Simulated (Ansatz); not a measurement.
# C₃H₉B: up Jacob's ladder to CCSD(T)

One table from this session's results is given with a row withheld; the runs are named, their logs left out.

Method: functionals in def2-TZVPP, the program's frozen cores in correlated methods; program: Ansatz 0.2.0, Gaussian basis.

The runs, in order: LDA (SPW92), PBE-D4, revPBE-D4, BLYP-D4, r2SCAN-D4, B97M-V, PBE0-D4, B3LYP-D4, r2SCANh-D4, r2SCAN0-D4, HSE06-D4, BHLYP-D4, CAM-B3LYP-D4, LC-ωPBE, ωB97X-V, ωB97M-V, B2PLYP, PBE-QIDH; CCSD(T)/def2-SVP; CCSD(T)/def2-TZVPP; MP2/def2-QZVPP; extrapolation to the limit; RPA on PBE.

## The geometry

All runs share one geometry, relaxed beforehand with PBE0-D4 in a triple-zeta def2 set.

13 atoms, charge 0, spin multiplicity 1.

Atoms are counted from 1 here; the program's logs count them from 0.

Bond lengths: C1–B2 1.569 Å, C1–H5 1.092 Å, C1–H6 1.094 Å, C1–H7 1.101 Å, B2–C3 1.568 Å, B2–C4 1.568 Å, C3–H8 1.093 Å, C3–H9 1.093 Å, C3–H10 1.101 Å, C4–H11 1.093 Å, C4–H12 1.101 Å, C4–H13 1.093 Å. Angles: B2–C1–H5 115.0°, B2–C1–H6 113.3°, B2–C1–H7 106.5°, H5–C1–H6 109.4°, H5–C1–H7 106.7°, H6–C1–H7 105.3°, C1–B2–C3 119.6°, C1–B2–C4 120.6°, C3–B2–C4 119.8°, B2–C3–H8 114.1°, B2–C3–H9 114.6°, B2–C3–H10 105.8°, H8–C3–H9 109.6°, H8–C3–H10 105.7°, H9–C3–H10 106.2°, B2–C4–H11 114.2°, B2–C4–H12 106.3°, B2–C4–H13 114.2° and more.

The first run:

in.yaml

```yaml
crystal:
  periodic: [false, false, false]
  atoms:
    - {symbol: C, position_ang: [-0.802529, 1.224876, -0.558168]}
    - {symbol: B, position_ang: [0.018689, -0.000335, -0.024033]}
    - {symbol: C, position_ang: [1.025643, 0.200395, 1.161073]}
    - {symbol: C, position_ang: [-0.194363, -1.430327, -0.631819]}
    - {symbol: H, position_ang: [-1.185602, 1.115261, -1.575030]}
    - {symbol: H, position_ang: [-0.266645, 2.174570, -0.472351]}
    - {symbol: H, position_ang: [-1.678863, 1.324588, 0.100093]}
    - {symbol: H, position_ang: [1.157828, -0.684473, 1.789433]}
    - {symbol: H, position_ang: [0.820020, 1.069624, 1.790776]}
    - {symbol: H, position_ang: [2.005876, 0.384682, 0.694457]}
    - {symbol: H, position_ang: [-0.455869, -1.431750, -1.692838]}
    - {symbol: H, position_ang: [-1.060263, -1.862454, -0.106959]}
    - {symbol: H, position_ang: [0.636477, -2.119259, -0.459834]}
basis:
  gaussian: {orbitals: def2-TZVPP}
hamiltonian: {xc: lda}
output: {orbitals: {seedname: orbitals}}
```

Run with:

```sh
$ ansatz run in.yaml --threads 4 --pin off --events-out ev --progress --plain --max-ram 10444MiB
```

Steps of the session up to this table: LDA; PBE-D4 (GGA); revPBE-D4 (GGA); BLYP-D4 (GGA); r2SCAN-D4 (meta-GGA); B97M-V (meta-GGA); B3LYP-D4 (hybrid); r2SCANh-D4 (hybrid); r2SCAN0-D4 (hybrid); HSE06-D4 (hybrid); BHLYP-D4 (hybrid); CAM-B3LYP-D4 (range-separated); LC-ωPBE (range-separated); ωB97X-V (range-separated); ωB97M-V (range-separated); B2PLYP (double hybrid); PBE-QIDH (double hybrid).

One table of the session follows, with a row left open; its other results are not shown here.

It belongs to the step «Orbital energies across the functionals». 

```
  functional  HOMO (eV)  gap (eV)
 LDA (SPW92)      -7.19      5.83
      PBE-D4      -7.11      5.97
   revPBE-D4      -7.07      6.03
     BLYP-D4      -7.03      6.04
   r2SCAN-D4      -7.39      6.69
      B97M-V          ?         ?
     PBE0-D4      -8.49      8.39
    B3LYP-D4      -8.30      7.97
  r2SCANh-D4      -7.90      7.55
  r2SCAN0-D4      -8.68      8.83
    HSE06-D4      -8.09      7.60
    BHLYP-D4      -9.84     10.85
CAM-B3LYP-D4      -9.95     10.99
     LC-ωPBE     -11.30     13.56
     ωB97X-V     -10.95     13.09
     ωB97M-V     -10.82     12.68
```

Q: Estimate the row for B97M-V from the others.

As computed: HOMO (eV): -7.50; gap (eV): 6.80. In the column «HOMO (eV)» it lies between r2SCANh-D4 (-7.90) and r2SCAN-D4 (-7.39).
